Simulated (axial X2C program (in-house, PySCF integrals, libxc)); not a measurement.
# HoO⁺: the levels of the configuration f10 s0

Aim: the spin–orbit levels of HoO⁺ that arise from the configuration f10 s0 of Ho, and how they move with the bond.

Method: two-component X2C, average-of-configuration Hartree–Fock and CI in the open shells; program: an in-house X2C program for linear molecules on PySCF integrals.

All values are calculated.

## Step 1: The job

The input, task.json:

```json
{"zs": [67, 8], "q": 1, "bas": ["dyall-v3z", "dyall-v3z"], "r0": 1.9, "metal": 0, "shells": [[3, [0, 1, 2, 3], 10], [0, [0], 0]], "fix": 0, "emax": 2.2, "nroots": 4}
```

Keys: zs atomic numbers; q charge; bas basis sets; r0 starting distance in Å; metal index of the metal atom; shells open shells as [l, |m| values, electrons]; fix electron count of the first shell held; emax energy window in eV; nroots roots for each Ω.

Command:

```bash
$ python soci.py task.json out
```

Two-component X2C with atomic mean-field Coulomb and Gaunt terms, basis Ho dyall-v3z, O dyall-v3z (cores contracted in-house). Orbitals come from Hartree–Fock averaged over the configuration Ho f10 s0; CI then distributes these electrons over the f, s shells of Ho.

## Step 2: CI at R = 1.737 Å

**Question.** What will these runs give? Wanted: lowest level of the model; next level; lowest curve, Re and ωe.

As calculated:

| quantity | value |
| --- | --- |
| lowest level of the model | Ω = 8, g∥ = 19.91, 100% f10 |
| next level | Ω = 7, 439 cm⁻¹ higher |
| lowest curve, Re and ωe | 1.738 Å, 974.5 cm⁻¹ |

**Reading.** In the lowest level ⟨Sz⟩ = 1.95 and ⟨Lz⟩ = 6.05; its leading determinant has weight 0.66 among 106. The 9 lowest levels are the Ω components of the Hund's-rule level 5I8 of f10 (gJ = 1.250, so g∥ near 2gJΩ), split by the axial field over 1020 cm⁻¹. From 1.737 to 1.676 Å the gap from the lowest to the fifth level goes from 956 to 1061 cm⁻¹. Without dynamic correlation distances can be off by several hundredths of an Å, and the wavenumbers are rough. Dynamic correlation is missing, so gaps between terms are too wide and other configurations may lie lower; the lowest level listed is that of this model, not necessarily the ground state. At most 4 roots were kept for each Ω > 0 (twice that for Ω = 0) within 2.2 eV of the lowest, so higher up levels can be missing between those listed; levels with Ω > 0 are doubly degenerate and listed once, Ω = 0 levels singly. States that fill the shells left empty in the average are placed too high.
